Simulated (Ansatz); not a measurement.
# C4H4BN: small, medium and large basis sets

An exercise on one series of results from a longer session: the logs are not shown, and one member is left open.

Method: one geometry, several basis sets; program: Ansatz 0.2.0, Gaussian basis.

Plan: PBE0-D4/def2-SVP; ωB97M-V/def2-SVP; PBE0-D4/def2-QZVPP; ωB97M-V/def2-QZVPP; the functionals' def2-TZVPP values are taken from earlier runs.

### The relaxed structure

The geometry comes from an earlier relaxation with PBE0-D4 in a triple-zeta def2 set; it is a stationary point, not always the lowest conformer.

10 atoms, charge 0, spin multiplicity 1.

Atoms are counted from 1 here; the program's logs count them from 0.

Bond lengths: B1–C2 1.441 Å, B1–N6 1.312 Å, C2–C3 1.401 Å, C2–H7 1.077 Å, C3–C4 1.405 Å, C3–H8 1.088 Å, C4–C5 1.390 Å, C4–H9 1.083 Å, C5–N6 1.349 Å, C5–H10 1.088 Å. Angles: C2–B1–N6 142.5°, B1–C2–C3 101.6°, B1–C2–H7 136.1°, C3–C2–H7 122.2°, C2–C3–C4 124.4°, C2–C3–H8 117.7°, C4–C3–H8 117.8°, C3–C4–C5 121.1°, C3–C4–H9 119.4°, C5–C4–H9 119.5°, C4–C5–N6 121.6°, C4–C5–H10 120.4°, N6–C5–H10 118.0°, B1–N6–C5 108.7°.

The first run:

Contents of in.yaml:

```yaml
crystal:
  periodic: [false, false, false]
  atoms:
    - {symbol: B, position_ang: [0.036485, 0.044896, -1.548259]}
    - {symbol: C, position_ang: [0.842597, -0.970502, -0.919471]}
    - {symbol: C, position_ang: [0.586893, -0.733149, 0.437906]}
    - {symbol: C, position_ang: [-0.263439, 0.275476, 0.921480]}
    - {symbol: C, position_ang: [-0.928522, 1.132293, 0.052570]}
    - {symbol: N, position_ang: [-0.786476, 1.032237, -1.284884]}
    - {symbol: H, position_ang: [1.502014, -1.755025, -1.251584]}
    - {symbol: H, position_ang: [1.080330, -1.373367, 1.165600]}
    - {symbol: H, position_ang: [-0.402516, 0.386589, 1.989550]}
    - {symbol: H, position_ang: [-1.584365, 1.909453, 0.440294]}
basis:
  gaussian: {orbitals: def2-SVP}
hamiltonian: {xc: pbe0, dispersion: d4}
output: {orbitals: {seedname: orbitals}}
```

Among the steps run: PBE0-D4 in def2-SVP; ωB97M-V in def2-SVP; PBE0-D4 in def2-QZVPP; ωB97M-V in def2-QZVPP.

One table of the session follows, with a row left open; its other results are not shown here.

It belongs to the step «Density functionals: the series». 

| functional | basis | HOMO (eV) |
| --- | --- | --- |
| PBE0-D4 | def2-SVP | -6.87 |
| PBE0-D4 | def2-TZVPP | -6.90 |
| PBE0-D4 | def2-QZVPP | -6.91 |
| ωB97M-V | def2-SVP | -8.92 |
| ωB97M-V | def2-TZVPP | ? |
| ωB97M-V | def2-QZVPP | -8.96 |

**Question.** Estimate the row for ωB97M-V, def2-TZVPP.

**Answer.** HOMO (eV): -8.95. In the column «HOMO (eV)» it lies between ωB97M-V, def2-QZVPP (-8.96) and ωB97M-V, def2-SVP (-8.92).
